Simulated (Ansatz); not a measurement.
# EuRe (CsCl type): equation of state

One table from this session's results is given with a row withheld; the runs are named, their logs left out.

Computed with Ansatz 0.2.0 (DFT r²SCAN, scalar-relativistic, plane waves, PAW, unless a step's input says otherwise).

1 further run of the same task is left out (it didn't finish). Runs told in other sessions of the task aren't counted.

## The system as given

Symmetry: Pm-3m, No. 221, cubic system. Conventional cell: a = 3.487 Å, b = 3.487 Å, c = 3.487 Å, α = 90.00°, β = 90.00°, γ = 90.00°. Eu (site symmetry m-3m) has 8 Re at 3.02 Å in its first shell of neighbours. Around Re (site symmetry m-3m) lie 8 Eu at 3.02 Å.

Coordinates:

```xyz
2
Lattice="3.4869 0.0000 0.0000 0.0000 3.4869 0.0000 0.0000 0.0000 3.4869" Properties=species:S:1:pos:R:3 pbc="T T T"
Eu    0.0000    0.0000    0.0000
Re    1.7434    1.7434    1.7434
```

An earlier run at r²SCAN left this cell at 21.198 Å³/atom and -0.06 GPa (10×10×10 mesh).

Volume factors to run: 0.980, 1.020, 0.960, 1.040, 1.070.

Set-up of the first run:

input.yaml

```yaml
crystal:
  lattice:
    - [3.4634967189, 0.0, 0.0]
    - [0.0, 3.4634967189, 0.0]
    - [0.0, 0.0, 3.4634967189]
  atoms:
    - { symbol: Eu, position: [0.0, 0.0, 0.0], spin: 7.12 }
    - { symbol: Re, position: [0.5, 0.5, 0.5] }
basis:
  ecutwfc: 500
  ecutrho_ratio: 4
kpoints:
  mp_grid: { grid: [10, 10, 10] }
hamiltonian:
  xc: r2scan
scf:
  occupations: { method: gaussian, width: 0.05 }
output:
  forces: true
  stress: true
  eigenvalues: true
  populations: true
magnetization:
  spin_polarized: true
```

Run with:

```sh
> ansatz run input.yaml --threads 2 --pin off --max-ram 2662MiB --backend cpu --events-out ev --progress --plain --runs-dir out
```

Steps of the session up to this table: Volume × 0.980; Scaling the volume by 1.020; Volume × 0.960; At 1.040 of the relaxed volume; Volume × 1.070.

One of the session's tables, all rows but one given; the rest of the session is left out.

It belongs to the step «The fit». 

```
volume (Å³/atom)  energy (meV/atom)  pressure (GPa)  moment of atom 1 (μB)
          20.350              10.20            3.92                   6.44
          20.774               2.40            1.85                   6.45
          21.198               0.00           -0.06                   6.47
          21.622               2.51           -1.76                   6.49
          22.046                  ?               ?                      ?
          22.682              25.63           -5.02                   6.52
```

**Question.** Estimate the row for volume (Å³/atom) = 22.046.

Worked estimate for «energy (meV/atom)». A straight line through the neighbours (21.622, 2.51) and (22.682, 25.63) gives 2.51 + (25.63 − 2.51) × (22.046 − 21.622) / (22.682 − 21.622) = 11.76; a parabola fitted to 3 rows on both sides gives 8.87.

The run gave: energy (meV/atom): 9.20; pressure (GPa): -3.20; moment of atom 1 (μB): 6.50. In «energy (meV/atom)» the line misses by +2.56 and the parabola by -0.33.

Caveats from the session: Warnings in the runs' records: stability check not made, given moment on shells.
